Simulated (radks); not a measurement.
# Rb³⁺ in [Ar] 3d10 4s2 4p4: an all-electron calculation

An exercise on one series of results from a longer session: the logs are not shown, and one member is left open.

Method: scalar-relativistic Kohn-Sham, BLYP, spin-polarised, spherical densities, finite nucleus; open shells are filled with parallel spins first. Code: radks (a radial shooting solver on a logarithmic mesh, Libxc functionals) version 1.

### The atom as given

- element: rubidium (Z = 37)
- charge: +3
- electrons: 34
- configuration: [Ar] 3d10 4s2 4p4
- nuclear rms radius: 4.2036 fm

The outer shells:

Rb³⁺
```
[Ar] core
3d [↑↓][↑↓][↑↓][↑↓][↑↓]
4s [↑↓]
4p [↑↓][↑ ][↑ ]
```

Set-up of the first run:

Input:

```text
Z 37
configuration [Ar] 3d10 4s2 4p4
relativity scalar-relativistic
functional b88,lyp
spin polarised
nucleus finite rms 4.2036 fm
c 137.035999084
```

Launch:

```sh
$ python run_ks.py task.json out
```

The same process makes all the runs of this session.

One table of the session follows, with a row left open; its other results are not shown here.

It belongs to the step «Radial structure». From the orbitals of this run (lengths in bohr):

```
  level      <r>  outermost maximum (interpolated)  90 % within  nodes
  1s up  0.04029                            0.0263       0.0721      0
1s down  0.04029                            0.0263       0.0721      0
  2s up   0.1778                             0.150        0.275      1
2s down   0.1778                             0.150        0.275      1
  2p up   0.1551                             0.120        0.253      0
2p down   0.1551                             0.120        0.253      0
  3s up        ?                                 ?            ?      ?
3s down   0.5104                             0.451        0.758      2
  3p up   0.5186                             0.446        0.789      1
3p down   0.5183                             0.446        0.789      1
  3d up   0.5245                             0.392        0.855      0
3d down   0.5234                             0.392        0.852      0
  4s up    1.389                              1.24         2.02      3
4s down    1.391                              1.23         2.03      3
  4p up    1.569                              1.37         2.32      2
4p down    1.582                              1.37         2.35      2
```

**Question.** Estimate the row for 3s up.

**Answer.** <r>: 0.5105; outermost maximum (interpolated): 0.451; 90 % within: 0.758; nodes: 2. In the column «<r>» it lies between 3s down (0.5104) and 3p down (0.5183).

To keep in mind: Open shells are spherical and high-spin; term and fine-structure splittings are not resolved.
